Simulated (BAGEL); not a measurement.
# SiNHCl2F (SMILES [NH][Si](F)(Cl)Cl) at UHF/3-21G (density fitting with qzvpp-jkfit)

What is the vertical ionisation energy of SiNHCl2F at UHF/3-21G (density fitting with qzvpp-jkfit)? 

Program for the calculation: BAGEL 1.2.2.

1 further run of the same task is left out (set aside as unsound or not needed). Runs told in other sessions of the task aren't counted.

## Step 1: The molecule

SiNHCl2F has 6 atoms, charge 0, and is taken as a doublet. SMILES: `[NH][Si](F)(Cl)Cl`. The coordinates come from a PBE0-D4/def2-TZVP relaxation. This is one conformer, not always the lowest.

Bond lengths: N1–Si2 1.723 Å, Si2–F3 1.584 Å, Si2–Cl4 2.019 Å, Si2–Cl5 2.020 Å, N1–H6 1.022 Å. Angles: N1–Si2–F3 114.8°, N1–Si2–Cl4 107.8°, N1–Si2–Cl5 107.5°, F3–Si2–Cl4 107.6°, F3–Si2–Cl5 107.7°, Cl4–Si2–Cl5 111.7°, Si2–N1–H6 115.7°.

## Step 2: A single-point energy at UHF/3-21G (density fitting with qzvpp-jkfit)

The input, calc.json:

```json
{ "bagel": [

{
  "title": "molecule",
  "basis": "3-21g",
  "df_basis": "qzvpp-jkfit",
  "angstrom": true,
  "geometry": [
    { "atom": "N", "xyz": [   -0.415400,    0.453200,    1.234200 ] },
    { "atom": "Si", "xyz": [    0.030600,   -0.084600,   -0.340700 ] },
    { "atom": "F", "xyz": [    1.321500,   -1.001100,   -0.388300 ] },
    { "atom": "Cl", "xyz": [   -1.507900,   -1.160600,   -1.083100 ] },
    { "atom": "Cl", "xyz": [    0.401800,    1.555400,   -1.459300 ] },
    { "atom": "H", "xyz": [    0.211400,    0.173700,    1.991100 ] }
  ]
},
{
  "title": "uhf",
  "nopen": 1
},
{
  "title": "print",
  "file": "orbitals.molden",
  "orbitals": true
}

]}
```

Launch:

```
$ BAGEL_NUM_THREADS=1 BAGEL calc.json > calc.out
```

The program printed:

```text
* using 1 threads per process

  ===============================================================
  ===============================================================

  *** Geometry ***

  { "atom" : "N", "xyz" : [     -0.784992,      0.856424,      2.332300 ] },
  { "atom" : "Si", "xyz" : [      0.057826,     -0.159871,     -0.643830 ] },
  { "atom" : "F", "xyz" : [      2.497273,     -1.891805,     -0.733781 ] },
  { "atom" : "Cl", "xyz" : [     -2.849518,     -2.193216,     -2.046762 ] },
  { "atom" : "Cl", "xyz" : [      0.759292,      2.939280,     -2.757677 ] },
  { "atom" : "H", "xyz" : [      0.399488,      0.328245,      3.762634 ] },

  Number of auxiliary basis functions:      556

  Since a DF basis is specified, we compute 2- and 3-index integrals:
    o Being stored without compression. Storage requirement is 0.015 GB

  Number of basis functions:       59
  Number of electrons      :       65

    * METHOD: MOLECULE                             0.22

  *** Open-shell HF ***

  === Nuclear Repulsion ===
   365.0114954560

      * DIIS with orbital gradients will be used.

  === UHF iteration (3-21g) ===
      0      -1355.58518692          0.03748159           0.17
      1      -1355.70574947          0.01957614           0.17
      2      -1355.72646776          0.01072775           0.16
      3      -1355.73387758          0.00077210           0.17
      4      -1355.73410009          0.00027831           0.17
      5      -1355.73417224          0.00007064           0.17
      6      -1355.73418823          0.00002172           0.17
      7      -1355.73419265          0.00001177           0.16
      8      -1355.73419442          0.00000607           0.16
      9      -1355.73419503          0.00000465           0.17
     10      -1355.73419516          0.00000375           0.18
     11      -1355.73419516          0.00000324           0.17
     12      -1355.73419518          0.00000223           0.15
     13      -1355.73419522          0.00000089           0.17
     14      -1355.73419522          0.00000034           0.17
     15      -1355.73419522          0.00000016           0.16
     16      -1355.73419522          0.00000009           0.16
     17      -1355.73419523          0.00000005           0.16
     18      -1355.73419523          0.00000003           0.16
     19      -1355.73419523          0.00000002           0.16
     20      -1355.73419523          0.00000002           0.15
     21      -1355.73419523          0.00000002           0.16
     22      -1355.73419523          0.00000001           0.17
     23      -1355.73419523          0.00000001           0.18
    * SCF iteration converged.

    * S^2 (UHF) is 0.7564

    * Permanent dipole moment:
           (   -0.541842,     0.215915,    -0.923589) a.u.

    * METHOD: UHF                                  4.14

    * METHOD: PRINT                                0.01

  ===============================================================
```

Run time: 4.8 s. Hardware: 1 thread of Arm Neoverse V2, shared host; peak memory 0.1 GiB.

## Step 3: The singlet cation at the same level

The input, job.json:

```json
{ "bagel" : [

{
  "title" : "molecule",
  "basis" : "3-21g",
  "df_basis" : "qzvpp-jkfit",
  "angstrom" : true,
  "geometry" : [
    { "atom" : "N", "xyz" : [      -0.415400,       0.453200,       1.234200 ] },
    { "atom" : "Si", "xyz" : [       0.030600,      -0.084600,      -0.340700 ] },
    { "atom" : "F", "xyz" : [       1.321500,      -1.001100,      -0.388300 ] },
    { "atom" : "Cl", "xyz" : [      -1.507900,      -1.160600,      -1.083100 ] },
    { "atom" : "Cl", "xyz" : [       0.401800,       1.555400,      -1.459300 ] },
    { "atom" : "H", "xyz" : [       0.211400,       0.173700,       1.991100 ] }
  ]
},

{ "title" : "hf", "charge" : 1 },

{ "title" : "print", "file" : "orbitals.molden", "orbitals" : true }

]}
```

Launch:

```
$ BAGEL_NUM_THREADS=1 BAGEL job.json > job.out
```

The program printed:

```text
* using 1 threads per process

  ===============================================================
  ===============================================================

  *** Geometry ***

  { "atom" : "N", "xyz" : [     -0.784992,      0.856424,      2.332300 ] },
  { "atom" : "Si", "xyz" : [      0.057826,     -0.159871,     -0.643830 ] },
  { "atom" : "F", "xyz" : [      2.497273,     -1.891805,     -0.733781 ] },
  { "atom" : "Cl", "xyz" : [     -2.849518,     -2.193216,     -2.046762 ] },
  { "atom" : "Cl", "xyz" : [      0.759292,      2.939280,     -2.757677 ] },
  { "atom" : "H", "xyz" : [      0.399488,      0.328245,      3.762634 ] },

  Number of auxiliary basis functions:      556

  Since a DF basis is specified, we compute 2- and 3-index integrals:
    o Being stored without compression. Storage requirement is 0.015 GB

  Number of basis functions:       59
  Number of electrons      :       65

    * METHOD: MOLECULE                             0.24

  *** RHF ***

  === Nuclear Repulsion ===
   365.0114954560

      * DIIS with orbital gradients will be used.

  === RHF iteration (3-21g) ===
      0      -1355.07946057          0.01985304           0.09
      1      -1355.21407108          0.01286597           0.09
      2      -1355.26632587          0.00151369           0.09
      3      -1355.26832370          0.00056161           0.09
      4      -1355.26874600          0.00025187           0.09
      5      -1355.26885928          0.00008407           0.08
      6      -1355.26887440          0.00003581           0.08
      7      -1355.26887672          0.00001216           0.09
      8      -1355.26887703          0.00000438           0.08
      9      -1355.26887705          0.00000184           0.08
     10      -1355.26887706          0.00000065           0.08
     11      -1355.26887706          0.00000034           0.08
     12      -1355.26887706          0.00000024           0.08
     13      -1355.26887706          0.00000019           0.08
     14      -1355.26887706          0.00000015           0.08
     15      -1355.26887706          0.00000010           0.08
     16      -1355.26887706          0.00000006           0.09
     17      -1355.26887706          0.00000003           0.09
     18      -1355.26887706          0.00000001           0.08
     19      -1355.26887706          0.00000001           0.08
    * SCF iteration converged.

    * Permanent dipole moment:
           (   -0.177773,    -0.352896,    -2.918095) a.u.

    * METHOD: HF                                   1.86

    * METHOD: PRINT                                0.01

  ===============================================================
```

It took 2.3 s on 1 thread of Arm Neoverse V2, shared host; peak memory 0.11 GiB.

## Step 4: Results

Level: UHF/3-21G (density fitting with qzvpp-jkfit).

```
                                          quantity           value
                    doublet SiNHCl2F: total energy  -1355.73420 Eh
                   doublet SiNHCl2F: dipole moment          2.78 D
                            doublet SiNHCl2F: ⟨S²⟩           0.756
                      singlet cation: total energy  -1355.26888 Eh
                       singlet cation: HOMO energy       -18.72 eV
                       singlet cation: LUMO energy       -10.45 eV
                     singlet cation: HOMO–LUMO gap         8.27 eV
vertical ionisation energy (to the singlet cation)       12.662 eV
```

What this shows: Removing an electron at fixed nuclei costs 12.66 eV (292 kcal/mol). Only the singlet of the ionised species was computed; a triplet could lie lower.
